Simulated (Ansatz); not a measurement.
In3Se under changes of volume

One of the cells (27.713 Å³/atom); the others are scaled copies at fixed shape and fractional positions:

```
CELL_PARAMETERS angstrom
4.80376 0.00000 0.00000
0.00000 4.80376 0.00000
0.00000 0.00000 4.80376
ATOMIC_POSITIONS crystal
In 0.50000 0.50000 0.00000
In 0.50000 0.00000 0.50000
In 0.00000 0.50000 0.50000
Se 0.00000 0.00000 0.00000
```

The cell comes from a database or a generator and needn't be the stable form of this composition.

| Item | Value |
| --- | --- |
| Program | Ansatz 0.2.0 |
| Functional | PBEsol |
| Potentials or basis | Ansatz PAW |
| Cutoff | 420 eV (not typed: the program's choice for these potentials) |
| k mesh | 6 × 6 × 6 |
| Occupations | fermi-dirac, width 0.05 eV |
| Spin | no spin polarisation |

```csv
volume (Å³/atom),energy over the lowest point (meV/atom),pressure (GPa)
26.050,0.00,-0.9
26.604,4.66,-1.7
27.159,?,?
27.713,21.08,-2.9
28.267,32.19,-3.5
28.822,44.95,-3.9
29.376,59.15,-4.3
```

Question: What does the run at 27.159 Å³/atom give?

Answer: Energy over the lowest point 11.80 meV/atom; pressure -2.4 GPa.

Worked out: A Birch-Murnaghan fit of order 3 (a polynomial in V^(-2/3)) to the other rows has its minimum at 25.43 Å³/atom, just outside them, with B0 = V·E''(V) = 43 GPa and B' = 5.1. It gives 11.81 meV/atom at 27.159 Å³/atom, against the run's 11.80, and -dE/dV = -2.4 GPa, against -2.4.

Energies are extrapolated to zero smearing.

Caveats: the PAW data sets come from PBE, with cores solved anew for the run's functional, which leaves a small shift of forces and pressure.
